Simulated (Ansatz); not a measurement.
## CH₆B₂FN, SMILES BNCBF: a geometry optimisation, step by step

Program: Ansatz's Python interface.

Notebook, run cell by cell (the value of a cell's last expression is shown):

In [1]:
```python
import ansatz as az
from ase import Atoms
import numpy as np
```

In [2]:
```python
atoms = Atoms(["B", "N", "C", "B", "F", "H", "H", "H", "H", "H", "H"], positions=[
    [-0.7181, 1.4914, 0.9493],
    [-0.8035, 0.2263, 0.1454],
    [0.5331, -0.1949, -0.1836],
    [0.6012, -1.471, -1.1109],
    [-0.1084, -1.4219, -2.4197],
    [-0.2156, 1.6052, 1.9809],
    [-1.2874, 2.4956, 0.5188],
    [-1.1947, -0.4692, 0.7688],
    [1.1126, 0.6194, -0.6811],
    [1.1289, -0.4476, 0.7823],
    [1.0174, -2.4903, -0.7296],
])
system = az.Crystal.molecule_from_ase(atoms)
```

In [3]:
```python
base = (
    system.calculation()
    .basis(gaussian="def2-SVP")
    .functional("pbe0")
)
symbols = [site.symbol for site in system.cartesian_sites]
start = np.array([site.position_ang for site in system.cartesian_sites], dtype=float)
report = base.relax(force_tolerance=0.01).run().report
end = np.array(report["positions_ang"])
```

In [4]:
```python
print(f"E = {report['free_energy_ev']:.6f} eV = {report['free_energy_ev'] / 27.211386246:.7f} Ha")
print("converged:", report["converged"], " doubts:", report["published_state_doubts"] or "none")
```
```text
E = -6683.621253 eV = -245.6185507 Ha
converged: True  doubts: none
```

In [5]:
```python
print("bond        before    after (A)")
for i, j in [(0, 1), (0, 5), (0, 6), (1, 2), (1, 7), (2, 3), (2, 8), (2, 9), (3, 4), (3, 10)]:
    d0, d1 = (np.linalg.norm(xyz[i] - xyz[j]) for xyz in (start, end))
    print(f"{symbols[i]}{i}-{symbols[j]}{j}".ljust(10), f"{d0:8.4f} {d1:8.4f}")
for i, j, k in [(1, 0, 5), (1, 0, 6), (5, 0, 6), (0, 1, 2), (0, 1, 7), (2, 1, 7), (1, 2, 3), (1, 2, 8)]:
    u, v = end[i] - end[j], end[k] - end[j]
    print(f"angle {symbols[i]}{i}-{symbols[j]}{j}-{symbols[k]}{k}: {np.degrees(np.arccos(np.clip(u @ v / np.linalg.norm(u) / np.linalg.norm(v), -1, 1))):.2f} deg")

charges = report["charge_distribution"]
print("dipole moment", round(4.803205 * float(np.linalg.norm(charges["dipole_moment_e_ang"])), 3), "D")
print("Mulliken:", [(s, round(q, 3)) for s, q in zip(symbols, charges["mulliken_charges_e"])])
```
```text
bond        before    after (A)
B0-N1        1.5013   1.3886
B0-H5        1.1531   1.2114
B0-H6        1.2320   1.2094
N1-C2        1.4395   1.4444
N1-H7        1.0126   1.0147
C2-B3        1.5789   1.5649
C2-H8        1.1164   1.1039
C2-H9        1.1627   1.1139
B3-F4        1.4896   1.3237
B3-H10       1.1652   1.2110
angle N1-B0-H5: 119.06 deg
angle N1-B0-H6: 118.79 deg
angle H5-B0-H6: 122.14 deg
angle B0-N1-C2: 127.36 deg
angle B0-N1-H7: 118.74 deg
angle C2-N1-H7: 113.86 deg
angle N1-C2-B3: 116.65 deg
angle N1-C2-H8: 109.78 deg
dipole moment 1.852 D
Mulliken: [('B', -0.055), ('N', -0.157), ('C', -0.008), ('B', 0.191), ('F', -0.103), ('H', -0.052), ('H', -0.039), ('H', 0.148), ('H', 0.072), ('H', 0.069), ('H', -0.067)]
```

Notes:
- These settings explore the input space; basis and method may be short of convergence.
- The end point is the stationary point reached from this start; no frequency run checks that it is a minimum, and the basis set is modest.
- Hardware and time: 2.2 min on 1 thread of Arm Neoverse V2, with other jobs on the host, peak memory 0.28 GiB.

(Lines on the test bed's own set-up are left out of the output.)
